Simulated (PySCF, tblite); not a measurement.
**C₇H₁₅NSi: geometry, infrared bands and NMR shifts**

Aim: predict the infrared bands and NMR shifts of C₇H₁₅NSi (`C=CC[C@@H](C)N([SiH3])C=C`).

Computed with tblite 0.8.0 and PySCF 2.14.0, with density-fitted response routines of our own, on a single molecule in the gas phase. Atoms count from 0, in the outputs and in this text.

## (1) Starting geometry

24 atoms, charge 0, multiplicity 1; geometry from: force field or distance geometry start.

Bonds of the start (Å): C0–C1 1.35, C1–C2 1.49, C2–C3 1.57, C3–C4 1.53, C3–N5 1.51, N5–Si6 1.73, N5–C7 1.39, C7–C8 1.34, C0–H9 1.07, C0–H10 1.08, C1–H11 1.09, C2–H12 1.10, C2–H13 1.10, C3–H14 1.10, C4–H15 1.09, C4–H16 1.09, C4–H17 1.10, Si6–H18 1.49, Si6–H19 1.49, Si6–H20 1.48, C7–H21 1.09, C8–H22 1.08, C8–H23 1.08.

## (2) Relaxing the molecule with GFN2-xTB

Job settings and geometry (Å):

```
{"job": {"kind": "relax", "xc": "GFN2-xTB", "basis": "xTB"}, "charge": 0, "multiplicity": 1}
C      3.117300    -0.548400     1.302800
C      1.780800    -0.607200     1.098800
C      1.144300    -1.081000    -0.164500
C      0.300600     0.030400    -0.886100
C     -0.203100    -0.483100    -2.232000
N     -0.862000     0.503900    -0.050800
Si    -0.776400     2.204800     0.269300
C     -1.827500    -0.389700     0.389900
C     -2.907100    -0.212400     1.155500
H      3.813600    -0.827800     0.536200
H      3.507400    -0.207500     2.252000
H      1.111800    -0.329200     1.919700
H      0.510300    -1.949800     0.074000
H      1.911200    -1.434500    -0.865700
H      1.001000     0.848000    -1.101300
H      0.639300    -0.733300    -2.877900
H     -0.823200    -1.373500    -2.139000
H     -0.798000     0.281600    -2.744900
H     -2.129900     2.727000     0.592600
H      0.149900     2.411500     1.420400
H     -0.256500     2.883900    -0.934900
H     -1.668700    -1.405000     0.023400
H     -3.560600    -1.035400     1.398900
H     -3.186300     0.746600     1.571200
```

Command:

```sh
$ OMP_NUM_THREADS=1 python probes_run.py task.json out
```

This one command runs all jobs of the session in turn.

**Question.** This job is followed by: GFN2-xTB harmonic vibrations, gas phase; GIAO PBE0/pcSseg-1 NMR shielding, non-relativistic, gas phase. What will the session give for the following? strongest single infrared mode (GFN2-xTB); zero-point energy (GFN2-xTB); 13C shifts against TMS (PBE0/pcSseg-1); 1H shifts against TMS (PBE0/pcSseg-1, means over atoms taken as alike); 15N shifts against NH3 (PBE0/pcSseg-1); 29Si shifts against TMS (PBE0/pcSseg-1).

As calculated:

| quantity | value |
| --- | --- |
| strongest single infrared mode (GFN2-xTB) | 822 cm⁻¹, 403 km/mol |
| zero-point energy (GFN2-xTB) | 123.8 kcal/mol |
| 13C shifts against TMS (PBE0/pcSseg-1) | 146.7, 143.3, 122.0, 90.5, 62.4, 46.5, 24.3 ppm |
| 1H shifts against TMS (PBE0/pcSseg-1, means over atoms taken as alike) | 6.56, 6.25, 5.36, 5.32, 4.68, 4.30, 4.08, 3.02, 2.46, 1.86, 1.24 ppm |
| 15N shifts against NH3 (PBE0/pcSseg-1) | 80.8 ppm |
| 29Si shifts against TMS (PBE0/pcSseg-1) | -50.4 ppm |

**Reading.** Over 122 steps the energy fell by 0.280 eV; of the close pairs, C3–N5 changed most, 1.508 to 1.453 Å. No mode is imaginary among the 66: a minimum at this level. The strongest single mode, at 822 cm⁻¹, moves mainly H20, H19 and H18. Unscaled tight-binding wavenumbers are off by several per cent, some by more. Its intensities can rank the bands wrongly. At PBE0/pcSseg-1: The widest tensor belongs to C1: span 251 ppm, with a paramagnetic part of -217 ppm.
